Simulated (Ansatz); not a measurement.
I need a comparison of magnetic orders of Ti3Ni, space group Pm-3m. Use the Ansatz DFT code, driven from Python. Use (first run): PBEsol, PAW, the default cutoff (420 eV here), 6×3×6 k-points, Fermi-Dirac smearing of 0.1 eV, collinear spin, D4 dispersion.

```xyz
4
Lattice="3.9352 0.0000 0.0000 0.0000 3.9352 0.0000 0.0000 0.0000 3.9352" Properties=species:S:1:pos:R:3 pbc="T T T"
Ti    0.0000    1.9676    1.9676
Ti    1.9676    0.0000    1.9676
Ti    1.9676    1.9676    0.0000
Ni    0.0000    0.0000    0.0000
```

`ti3ni.py`:
```python
import ansatz
import numpy as np
from tabulate import tabulate


def count_gap(report):
    # lowest empty less highest filled band, counting bands; zero where they overlap
    return max(report.get('gap_by_band_count_ev') or 0.0, 0.0)

CELL = [
    (3.93518, 0.0, 0.0),
    (0.0, 7.87035, 0.0),
    (0.0, 0.0, 3.93518),
]
ATOMS = [
    ('Ti', (0.0, 0.25, 0.5)),
    ('Ti', (0.5, 0.0, 0.5)),
    ('Ti', (0.5, 0.25, 0.0)),
    ('Ni', (0.0, 0.0, 0.0)),
    ('Ti', (0.0, 0.75, 0.5)),
    ('Ti', (0.5, 0.5, 0.5)),
    ('Ti', (0.5, 0.75, 0.0)),
    ('Ni', (0.0, 0.5, 0.0)),
]


def with_moments(moments):
    crystal = ansatz.Crystal(lattice=ansatz.Lattice.of(CELL))
    for (symbol, position), moment in zip(ATOMS, moments):
        crystal = crystal.atom(symbol, position, moment=moment or None)
    return crystal


def main() -> None:
    orders = {
        'FM': [0, 0, 0, 1.2, 0, 0, 0, 1.2],
        'AFM': [0, 0, 0, 1.2, 0, 0, 0, -1.2],
    }

    rows = []
    for label, moments in orders.items():
        model = (
            with_moments(moments).calculation()
            .pseudopotentials('paw')
            .occupations(ansatz.OccupationsMethod.FERMI_DIRAC)
            .functional('pbesol', dispersion='d4')
            .kpoints(density=3.4)
            .spin('collinear')
            .band_table()
        )
        r = model.run(threads=1).report
        rows.append((label, r['free_energy_ev'], r['magnetization_mub'], r['absolute_magnetization_mub'], max(abs(m) for m in r['site_moments_mub']), count_gap(r)))
        print(label, 'site moments:', [round(m, 2) for m in r['site_moments_mub']])

    lowest = min(row[1] for row in rows)
    rows = [(row[0], 1000 * (row[1] - lowest) / 2, *row[2:]) for row in sorted(rows, key=lambda row: row[1])]
    print(tabulate(rows, headers=['order', 'meV/magnetic atom', 'net muB', 'absolute muB', 'largest site muB', 'gap by band count eV'], floatfmt='.4f', tablefmt='pipe'))
    print('lowest of these starts:', rows[0][0])


if __name__ == '__main__':
    main()
```

```console
$ python ti3ni.py
DeckWarning: basis.ecutwfc = 420 eV, auto-derived from the records' recommended cutoffs: set by Ti (normal level)
RunWarning: the starting moments were not kept: the SCF closed with an absolute magnetisation of 2.4e-5 μB, where they sum to 2.4 μB in size (2 sites). That is at most 0.1 of that sum. Measured as [...]
FM site moments: [0.0, 0.0, 0.0, 0.0, 0.0, 0.0, 0.0, 0.0]
AFM site moments: [-0.0, 0.0, 0.0, 0.0, 0.0, -0.0, -0.0, -0.0]
| order   |   meV/magnetic atom |   net muB |   absolute muB |   largest site muB |   gap by band count eV |
|:--------|--------------------:|----------:|---------------:|-------------------:|-----------------------:|
| FM      |              0.0000 |    0.0000 |         0.0000 |             0.0000 |                 0.0000 |
| AFM     |              0.0000 |    0.0000 |         0.0000 |             0.0000 |                 0.0000 |
lowest of these starts: FM
```
(Warnings from the package without file and line, shortened, repeats left out.)

What to keep in mind:
- The SCF didn't keep the moments it started from (some shrank, vanished or turned); what is printed is the state reached.
- Dispersion corrections can be off by several per cent in the lattices of metals, and by several GPa in the pressure at a fixed cell.
- For a metal this k-point mesh is coarse: on a finer one energies can move by several to tens of meV an atom and pressures by half a GPa or more, differences at one mesh by less.
- A gap by band count of zero or less means overlapping bands, a metal.
- This cell is a computed structure, which may not be the phase found in nature.
- Gaps and levels are Kohn-Sham values on a finite set of k-points.
- Each row is the state reached from that start at the given structure, not necessarily the lowest of its order; other orders weren't tried.
- Wall time of the script: 2.1 min on 1 thread of Arm Neoverse V1, with other jobs on the host, peak memory 0.73 GiB.
